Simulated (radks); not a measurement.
# Kr⁴⁺ in [Ar] 3d9.75 4s2 4p2.25: an all-electron calculation

The task here is to estimate one member of a computed series from the others.

Program: radks (a radial shooting solver on a logarithmic mesh, Libxc functionals) version 1. Level of theory: scalar-relativistic Kohn-Sham, SCAN, spin-unpolarised, spherical densities, finite nucleus. These are calculated values, not measurements, unless marked.

## The system

```
element            : krypton (Z = 36)
charge             : +4
electrons          : 32
configuration      : [Ar] 3d9.75 4s2 4p2.25
nuclear rms radius : 4.1884 fm
```

The first run:

The run's settings:

```text
Z 36
configuration [Ar] 3d9.75 4s2 4p2.25 5s0 4d0 5p0 4f0
relativity scalar-relativistic
functional scan,scan
spin unpolarised
nucleus finite rms 4.1884 fm
c 137.035999084
```

One table of the session follows, with a row left open; its other results are not shown here.

It belongs to the step «Radial structure». Sizes of the orbitals, from the radial functions (bohr):

| level | <r> | outermost maximum (interpolated) | 90 % within | nodes |
| --- | --- | --- | --- | --- |
| 1s | 0.04149 | 0.0271 | 0.0742 | 0 |
| 2s | ? | ? | ? | ? |
| 2p | 0.1601 | 0.123 | 0.261 | 0 |
| 3s | 0.5274 | 0.466 | 0.783 | 2 |
| 3p | 0.5373 | 0.462 | 0.817 | 1 |
| 3d | 0.5479 | 0.411 | 0.893 | 0 |
| 4s | 1.424 | 1.27 | 2.07 | 3 |
| 4p | 1.580 | 1.41 | 2.31 | 2 |
| 4d | 2.040 | 1.76 | 3.06 | 1 |
| 5s | 3.158 | 3.01 | 4.50 | 4 |

Estimate the missing values for 2s.

As computed: <r>: 0.1833; outermost maximum (interpolated): 0.154; 90 % within: 0.283; nodes: 1. In the column «<r>» it lies between 2p (0.1601) and 3s (0.5274).
